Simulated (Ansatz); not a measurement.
**GeH3OS radical: one species, many methods**

The task here is to estimate one member of a computed series from the others.

Method: functionals in def2-TZVPP, the program's frozen cores in correlated methods; program: Ansatz 0.2.0, Gaussian basis.

Plan: LDA (SPW92), PBE-D4, revPBE-D4, BLYP-D4, r2SCAN-D4, B97M-V, PBE0-D4, B3LYP-D4, r2SCANh-D4, r2SCAN0-D4, HSE06-D4, BHLYP-D4, CAM-B3LYP-D4, LC-ωPBE, ωB97X-V, ωB97M-V, B2PLYP, PBE-QIDH; CCSD(T)/def2-SVP; CCSD(T)/def2-TZVPP; CCSD(T)/def2-QZVPP; extrapolation to the limit; RPA on PBE.

## The relaxed structure

The geometry comes from an earlier relaxation with PBE0-D4 in a triple-zeta def2 set; it is a stationary point.

SMILES `[OH][GeH2][S]`, 6 atoms, charge 0, spin multiplicity 2.

Atoms are counted from 1 here; the program's logs count them from 0.

Bond lengths: O1–Ge2 1.775 Å, O1–H4 0.960 Å, Ge2–S3 2.206 Å, Ge2–H5 1.541 Å, Ge2–H6 1.531 Å. Angles: Ge2–O1–H4 112.5°, O1–Ge2–S3 112.2°, O1–Ge2–H5 111.0°, O1–Ge2–H6 104.2°, S3–Ge2–H5 104.5°, S3–Ge2–H6 111.3°, H5–Ge2–H6 113.8°.

The first run:

in.yaml reads:

```yaml
crystal:
  periodic: [false, false, false]
  atoms:
    - {symbol: O, position_ang: [-0.517182, -1.346966, 0.002965]}
    - {symbol: Ge, position_ang: [0.356614, 0.192405, 0.137760]}
    - {symbol: S, position_ang: [-1.002584, 1.929244, 0.105204]}
    - {symbol: H, position_ang: [-1.178147, -1.335137, -0.693774]}
    - {symbol: H, position_ang: [1.287185, 0.407406, -1.072188]}
    - {symbol: H, position_ang: [1.096114, 0.089049, 1.473833]}
basis:
  gaussian: {orbitals: def2-TZVPP}
magnetization: {spin_polarized: true, initial_magnetization: 1}
hamiltonian: {xc: lda}
output: {orbitals: {seedname: orbitals}}
```

Launch:

```bash
> ansatz run in.yaml --threads 2 --pin off --events-out ev --progress --plain --max-ram 31744MiB --backend cpu
```

Steps of the session up to this table: LDA; PBE-D4 (GGA); revPBE-D4 (GGA); BLYP-D4 (GGA); r2SCAN-D4 (meta-GGA); B97M-V (meta-GGA); PBE0-D4 (hybrid); B3LYP-D4 (hybrid); r2SCANh-D4 (hybrid); r2SCAN0-D4 (hybrid); HSE06-D4 (hybrid); BHLYP-D4 (hybrid); CAM-B3LYP-D4 (range-separated); LC-ωPBE (range-separated); ωB97X-V (range-separated); ωB97M-V (range-separated); B2PLYP (double hybrid); PBE-QIDH (double hybrid).

One table of the session follows, with a row left open; its other results are not shown here.

| functional | HOMO (eV) | LUMO (eV) | gap (eV) |
| --- | --- | --- | --- |
| LDA (SPW92) | -6.29 | -6.13 | 0.16 |
| PBE-D4 | -6.22 | -5.71 | 0.51 |
| revPBE-D4 | -6.18 | -5.59 | 0.58 |
| BLYP-D4 | -6.07 | -5.67 | 0.40 |
| r2SCAN-D4 | -6.54 | -5.34 | 1.20 |
| B97M-V | -6.59 | -5.54 | 1.05 |
| PBE0-D4 | -7.52 | -4.57 | 2.94 |
| B3LYP-D4 | -7.27 | -4.96 | 2.31 |
| r2SCANh-D4 | -7.01 | -4.92 | 2.09 |
| r2SCAN0-D4 | -7.72 | -4.30 | 3.42 |
| HSE06-D4 | -7.11 | -4.97 | 2.14 |
| BHLYP-D4 | -8.65 | -3.44 | 5.21 |
| CAM-B3LYP-D4 | -8.87 | -3.45 | 5.42 |
| LC-ωPBE | -10.32 | -1.97 | 8.35 |
| ωB97X-V | -9.93 | -2.48 | 7.45 |
| ωB97M-V | ? | ? | ? |

Q: Estimate the row for ωB97M-V from the others.

**Answer.** HOMO (eV): -9.72; LUMO (eV): -2.58; gap (eV): 7.14. In the column «HOMO (eV)» it lies between ωB97X-V (-9.93) and CAM-B3LYP-D4 (-8.87).
